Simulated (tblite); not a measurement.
# C4H8B2BrF: the cost of one run

Computed with tblite 0.8.0 and PySCF 2.14.0, with density-fitted response routines of our own, on a single molecule in the gas phase. Atoms count from 0, in the outputs and in this text.

## (1) Starting geometry

16 atoms, charge 0, multiplicity 1; geometry from: force field or distance geometry start.

Bonds of the start (Å): F0–B1 1.44, B1–Br2 2.00, B1–C3 1.59, C3–B4 1.59, B4–C5 1.60, C5–C6 1.52, C6–C7 1.52, C7–C5 1.51, C3–H8 1.12, C3–H9 1.12, B4–H10 1.18, C5–H11 1.11, C6–H12 1.10, C6–H13 1.11, C7–H14 1.11, C7–H15 1.12.

## (2) Optimising the geometry with GFN2-xTB

The job: settings as JSON, then the geometry in Å.

```
{"job": {"kind": "relax", "xc": "GFN2-xTB", "basis": "xTB"}, "charge": 0, "multiplicity": 1}
F      3.114000     1.226000    -0.736600
B      2.454800    -0.048300    -0.574600
Br     2.649100    -1.452900    -1.982900
C      1.587100    -0.333300     0.723500
B      0.331300     0.633100     0.772800
C     -1.158400     0.052400     0.702000
C     -2.064200     0.709500    -0.326300
C     -1.489400    -0.671300    -0.582800
H      2.211800    -0.183300     1.639600
H      1.236400    -1.396100     0.720500
H      0.494700     1.799400     0.862300
H     -1.654700    -0.361500     1.609700
H     -1.619700     1.505400    -0.943000
H     -3.137500     0.702500    -0.053400
H     -0.720000    -0.681500    -1.378700
H     -2.242900    -1.491300    -0.463600
```

Run with:

```sh
OMP_NUM_THREADS=1 python probes_run.py task.json out
```

One launch serves the whole session: the jobs run in the order shown.

Q: Estimate the wall time of this first job on 1 thread of Arm Neoverse N1, shared host.

About 2.5 s.
